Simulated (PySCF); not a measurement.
# La4O4 (La4O4): the cost of one run

Computed with PySCF 2.14.0. Level: several levels, as the steps say, no spin–orbit coupling.

2 further runs of the same task are left out: 2 for a known fault of the program.

## (1) Starting geometry

8 atoms, charge 4, spin multiplicity 1.

Bond lengths: La1–La2 3.632 Å, La1–La3 3.632 Å, La1–La4 3.632 Å, La1–O5 2.307 Å, La1–O6 2.307 Å, La1–O7 2.307 Å, La2–La3 3.632 Å, La2–La4 3.632 Å, La2–O5 2.307 Å, La2–O6 2.307 Å, La2–O8 2.307 Å, La3–La4 3.632 Å, La3–O5 2.307 Å, La3–O7 2.307 Å, La3–O8 2.307 Å, La4–O6 2.307 Å, La4–O7 2.307 Å, La4–O8 2.307 Å. Angles: La2–La1–La3 60.0°, La2–La1–La4 60.0°, La2–La1–O5 38.1°, La2–La1–O6 38.1°, La2–La1–O7 79.4°, La3–La1–La4 60.0°, La3–La1–O5 38.1°, La3–La1–O6 79.4°, La3–La1–O7 38.1°, La4–La1–O5 79.4°, La4–La1–O6 38.1°, La4–La1–O7 38.1°, O5–La1–O6 74.2°, O5–La1–O7 74.2°, O6–La1–O7 74.2°, La1–La2–La3 60.0°, La1–La2–La4 60.0°, La1–La2–O5 38.1° and more.

Coordinates:

```xyz
8
charge 4, multiplicity 1
La    1.2840    1.2840    1.2840
La    1.2840   -1.2840   -1.2840
La   -1.2840    1.2840   -1.2840
La   -1.2840   -1.2840    1.2840
O     0.9835    0.9835   -0.9835
O     0.9835   -0.9835    0.9835
O    -0.9835    0.9835    0.9835
O    -0.9835   -0.9835   -0.9835
```

The 4f shell is empty and lies in the core potential. An earlier session relaxed this geometry at PBE0, La lcecp-1-SVP with ECP46, O def2-SVP (singlet, point group Td).

At PBE0 on the finer grid: E = -425.758310 Eh, HOMO -23.15 eV, LUMO -16.38 eV, Mulliken charge on La1 +1.78 e, largest force component 0.003 eV/Å. The large-core potential holds the 4f shell empty.

Levels to run: r2SCAN; HF; revPBE; wB97X; PBE0, TZVP. Hardware: 4 threads of AMD EPYC 9R45 (Zen 5), shared host.

## (2) r2SCAN

run.py (the lines that set the calculation) reads:

```python
mol = gto.M(atom='''
La     1.28396     1.28396     1.28396
La     1.28396    -1.28396    -1.28396
La    -1.28396     1.28396    -1.28396
La    -1.28396    -1.28396     1.28396
O      0.98349     0.98349    -0.98349
O      0.98349    -0.98349     0.98349
O     -0.98349     0.98349     0.98349
O     -0.98349    -0.98349    -0.98349''',
    basis={'La': 'lcecp-1-SVP', 'O': 'def2-SVP'},
    ecp={'La': 'lcecp-1-SVP'},
    charge=4, spin=0)
mf = dft.RKS(mol, xc='R2SCAN')
mf.grids.atom_grid = (75, 302)  # f atoms: unpruned, at least (60, 302)
mf = mf.density_fit()  # fitting sets: La AutoAux, O def2-universal-JKFIT
mf.conv_tol = 1e-08; mf.max_cycle = 55
mf.kernel(dm0)  # dm0: the density of the relaxed state
```

Command:

```console
$ OMP_NUM_THREADS=4 python run.py
```

**Question.** How long does this run take on 4 threads of AMD EPYC 9R45 (Zen 5), shared host?

About 22 s.
